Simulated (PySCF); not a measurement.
# Ge: dipole response in def2-QZVPPD

Aim: the static polarisability and the C₆ coefficient of Ge, method by method.

Program: PySCF 2.14.0. Level of theory: unrestricted determinants in a Gaussian basis, no spin-orbit coupling in the energies. These are calculated values, not measurements, unless marked.

### 1 The system

* Element: germanium (Z = 32)
* Basis: def2-QZVPPD (12s7p5d4f1g, 95 functions)
* Hamiltonian: no relativity, point nucleus
* State 1: Ge: [Ar] 3d10 4s2 4p2, high-spin 3P determinant
* Methods: UHF, PBE, PBE0

The outer shells:

Ge [Ar] 3d10 4s2 4p2
```
[Ar] core
3d [↑↓][↑↓][↑↓][↑↓][↑↓]
4s [↑↓]
4p [↑ ][↑ ][  ]
```

The runs were made by one driver on top of PySCF. The scripts below sum up each run's settings (the driver also hands on starting orbitals that pick excited configurations, and frozen orbitals as a list rather than a count), and the logs come from the driver's own runs. The driver starts from symmetry-adapted Hartree-Fock orbitals, holds the occupation by maximum overlap and uses a logarithmic radial grid for functionals, so a plain start would take other cycles.

The integrals over 95 functions and the set-up took 2 s of CPU time.

### 2 Ge: the ladder of methods

Level: UHF.

Input file input.py:

```python
from pyscf import gto, scf, dft, mp, cc
import basis_set_exchange as bse
mol = gto.M(atom="Ge 0 0 0", charge=0, spin=2, symmetry="D2h",
            basis=gto.basis.parse(bse.get_basis("def2-QZVPPD", elements=["Ge"], fmt="nwchem")))
mf = scf.UHF(mol)
mf.irrep_nelec = {'Ag': (6, 6), 'B1g': (1, 1), 'B2g': (1, 1), 'B3g': (1, 1), 'B1u': (3, 2), 'B2u': (3, 2), 'B3u': (2, 2)}
mf.kernel()
```

Log:

```text
damping factor = 0
level_shift factor = 0
DIIS = <class 'pyscf.scf.diis.CDIIS'>
diis_start_cycle = 1
diis_space = 10
diis_damp = 0
SCF conv_tol = 1e-09
SCF conv_tol_grad = None
number electrons alpha = 17  beta = 15
cycle= 1 E= -2075.36249731473  delta_E= -0.00298  |g|= 0.0186  |ddm|= 0.0469
cycle= 2 E= -2075.36292012354  delta_E= -0.000423  |g|= 0.00738  |ddm|= 0.0175
cycle= 3 E= -2075.36300258515  delta_E= -8.25e-05  |g|= 0.000705  |ddm|= 0.012
cycle= 4 E= -2075.36300309001  delta_E= -5.05e-07  |g|= 0.000415  |ddm|= 0.00132
cycle= 5 E= -2075.3630031552  delta_E= -6.52e-08  |g|= 6.39e-05  |ddm|= 0.000509
cycle= 6 E= -2075.36300316403  delta_E= -8.83e-09  |g|= 1.62e-05  |ddm|= 0.00028
cycle= 7 E= -2075.36300316455  delta_E= -5.22e-10  |g|= 1.74e-06  |ddm|= 7.77e-05
converged SCF energy = -2075.36300316455  <S^2> = 2.011332  2S+1 = 3.0075452
```

CPU time 25 s on a shared host, the integrals not counted.

The occupied shells:

| shell | electrons | mean orbital energy (eV) | spread (eV) | rms radius (bohr) |
| --- | --- | --- | --- | --- |
| 1s α | 1 | -11027.3 | 0 | 0.0554 |
| 1s β | 1 | -11027.2 | 0 | 0.0554 |
| 2s α | 1 | -1419.1 | 0 | 0.231 |
| 2s β | 1 | -1419.1 | 0 | 0.231 |
| 2p α | 3 | -1258.2 | 0.029 | 0.205 |
| 2p β | 3 | -1258.1 | 0.103 | 0.205 |
| 3s α | 1 | -195.73 | 0 | 0.678 |
| 3s β | 1 | -195.57 | 0 | 0.678 |
| 3p α | 3 | -140.55 | 0.030 | 0.705 |
| 3p β | 3 | -140.31 | 0.381 | 0.705 |
| 3d α | 5 | -44.516 | 0.240 | 0.811 |
| 3d β | 5 | -44.408 | 0.388 | 0.811 |
| 4s α | 1 | -17.136 | 0 | 2.40 |
| 4s β | 1 | -13.035 | 0 | 2.40 |
| 4p α | 2 | -7.924 | 0 | 3.09 |

⟨S²⟩ = 2.011, ⟨L²⟩ = 2.03.

The driver then solved the coupled dipole response at imaginary frequencies: mean α = 41.18 bohr³ (xx, yy, zz: 33.93, 44.80, 44.80), C₆ = 364.4 au for a like pair.

Level: PBE.

Changes to input.py:

```diff
@@ -4,3 +4,3 @@
             basis=gto.basis.parse(bse.get_basis("def2-QZVPPD", elements=["Ge"], fmt="nwchem")))
-mf = scf.UHF(mol)
+mf = dft.UKS(mol, xc="PBE")
 mf.irrep_nelec = {'Ag': (6, 6), 'B1g': (1, 1), 'B2g': (1, 1), 'B3g': (1, 1), 'B1u': (3, 2), 'B2u': (3, 2), 'B3u': (2, 2)}
```

Log:

```text
damping factor = 0
level_shift factor = 0
DIIS = <class 'pyscf.scf.diis.CDIIS'>
diis_start_cycle = 1
diis_space = 10
diis_damp = 0
SCF conv_tol = 1e-09
SCF conv_tol_grad = None
number electrons alpha = 17  beta = 15
XC functionals = PBE
    J. P. Perdew, K. Burke, and M. Ernzerhof.,  Phys. Rev. Lett. 77, 3865 (1996)
    J. P. Perdew, K. Burke, and M. Ernzerhof.,  Phys. Rev. Lett. 78, 1396 (1997)
    J. P. Perdew, K. Burke, and M. Ernzerhof.,  Phys. Rev. Lett. 77, 3865 (1996)
    J. P. Perdew, K. Burke, and M. Ernzerhof.,  Phys. Rev. Lett. 78, 1396 (1997)
cycle= 1 E= -2076.64500098324  delta_E= -0.0169  |g|= 0.227  |ddm|= 0.22
cycle= 2 E= -2076.63958867964  delta_E= 0.00541  |g|= 0.317  |ddm|= 0.142
cycle= 3 E= -2076.65021075706  delta_E= -0.0106  |g|= 0.00483  |ddm|= 0.0879
cycle= 4 E= -2076.6502200444  delta_E= -9.29e-06  |g|= 0.0011  |ddm|= 0.0077
cycle= 5 E= -2076.65022039797  delta_E= -3.54e-07  |g|= 4.58e-05  |ddm|= 0.00107
cycle= 6 E= -2076.65022039896  delta_E= -9.86e-10  |g|= 4.96e-06  |ddm|= 5.86e-05
converged SCF energy = -2076.65022039896  <S^2> = 2.0021375  2S+1 = 3.0014247
```

CPU time 23 s on a shared host, the integrals not counted.

The driver then solved the coupled dipole response at imaginary frequencies: mean α = 43.62 bohr³ (xx, yy, zz: 34.31, 48.27, 48.27), C₆ = 378.8 au for a like pair.

Level: PBE0.

Changes to input.py:

```diff
@@ -4,3 +4,3 @@
             basis=gto.basis.parse(bse.get_basis("def2-QZVPPD", elements=["Ge"], fmt="nwchem")))
-mf = dft.UKS(mol, xc="PBE")
+mf = dft.UKS(mol, xc="PBE0")
 mf.irrep_nelec = {'Ag': (6, 6), 'B1g': (1, 1), 'B2g': (1, 1), 'B3g': (1, 1), 'B1u': (3, 2), 'B2u': (3, 2), 'B3u': (2, 2)}
```

Log:

```text
damping factor = 0
level_shift factor = 0
DIIS = <class 'pyscf.scf.diis.CDIIS'>
diis_start_cycle = 1
diis_space = 10
diis_damp = 0
SCF conv_tol = 1e-09
SCF conv_tol_grad = None
number electrons alpha = 17  beta = 15
XC functionals = PBE0
    C. Adamo and V. Barone.,  J. Chem. Phys. 110, 6158 (1999)
    M. Ernzerhof and G. E. Scuseria.,  J. Chem. Phys. 110, 5029 (1999)
cycle= 1 E= -2076.69911106461  delta_E= -0.011  |g|= 0.127  |ddm|= 0.158
cycle= 2 E= -2076.69847293541  delta_E= 0.000638  |g|= 0.146  |ddm|= 0.0754
cycle= 3 E= -2076.70067387964  delta_E= -0.0022  |g|= 0.00417  |ddm|= 0.0401
cycle= 4 E= -2076.70067714633  delta_E= -3.27e-06  |g|= 0.000626  |ddm|= 0.00307
cycle= 5 E= -2076.70067726337  delta_E= -1.17e-07  |g|= 3.03e-05  |ddm|= 0.000506
cycle= 6 E= -2076.70067726445  delta_E= -1.08e-09  |g|= 4.52e-06  |ddm|= 5.21e-05
cycle= 7 E= -2076.70067726447  delta_E= -1.32e-11  |g|= 2.05e-07  |ddm|= 7.44e-06
converged SCF energy = -2076.70067726447  <S^2> = 2.0034547  2S+1 = 3.0023022
```

It used 46 s of CPU time after the integrals (shared host).

The driver then solved the coupled dipole response at imaginary frequencies: mean α = 41.90 bohr³ (xx, yy, zz: 33.63, 46.04, 46.04), C₆ = 364.4 au for a like pair.

Radial density 4πr²ρ of Ge at UHF:

| r (bohr) | density | spin density |
| --- | --- | --- |
| 0.000801 | 0.172 | 0.000 |
| 0.00135 | 0.471 | 0.000 |
| 0.00227 | 1.26 | 0.000 |
| 0.00381 | 3.22 | 0.000 |
| 0.00642 | 7.71 | 0.000 |
| 0.0108 | 16.5 | 0.000 |
| 0.0181 | 29.3 | 0.000 |
| 0.0305 | 38.6 | 0.003 |
| 0.0513 | 34.7 | 0.014 |
| 0.0864 | 33.3 | 0.035 |
| 0.145 | 45.4 | 0.025 |
| 0.244 | 29.9 | -0.019 |
| 0.411 | 25.7 | 0.055 |
| 0.691 | 23.5 | 0.000 |
| 1.16 | 5.86 | 0.161 |
| 1.96 | 2.14 | 0.761 |
| 3.29 | 0.854 | 0.538 |
| 5.53 | 0.0790 | 0.067 |
| 9.31 | 0.000517 | 0.001 |

### 3 The response side by side

Ge, in atomic units:

| method | mean α | C₆ (like pair) | S(−4) |
| --- | --- | --- | --- |
| UHF | 41.18 | 364.4 | 632.6 |
| PBE | 43.62 | 378.8 | 860.2 |
| PBE0 | 41.90 | 364.4 | 732.9 |

Reference α: 40 ± 1 bohr³ (recommended; Schwerdtfeger and Nagle, table of static dipole polarizabilities (2023 update)). Published C₆: 354.0 (Chu and Dalgarno (2004); Tang, Norbeck and Certain (1976)).

α(iu) at PBE0:

| u (hartree) | α(iu) (bohr³) |
| --- | --- |
| 0 | 41.90 |
| 0.0500 | 40.18 |
| 0.100 | 36.00 |
| 0.200 | 26.42 |
| 0.300 | 19.07 |
| 0.500 | 10.74 |
| 0.750 | 6.172 |
| 1.00 | 4.052 |
| 1.50 | 2.226 |
| 2.00 | 1.467 |
| 3.00 | 0.8279 |
| 5.00 | 0.4058 |

### 4 Outcome

```
quantity                                              value
 α of Ge  41.18 (UHF) to 43.62 (PBE) bohr³; reference 40.00
```

In words: For Ge UHF is nearest the reference (+3 %). The basis is finite, and no extrapolation was made.
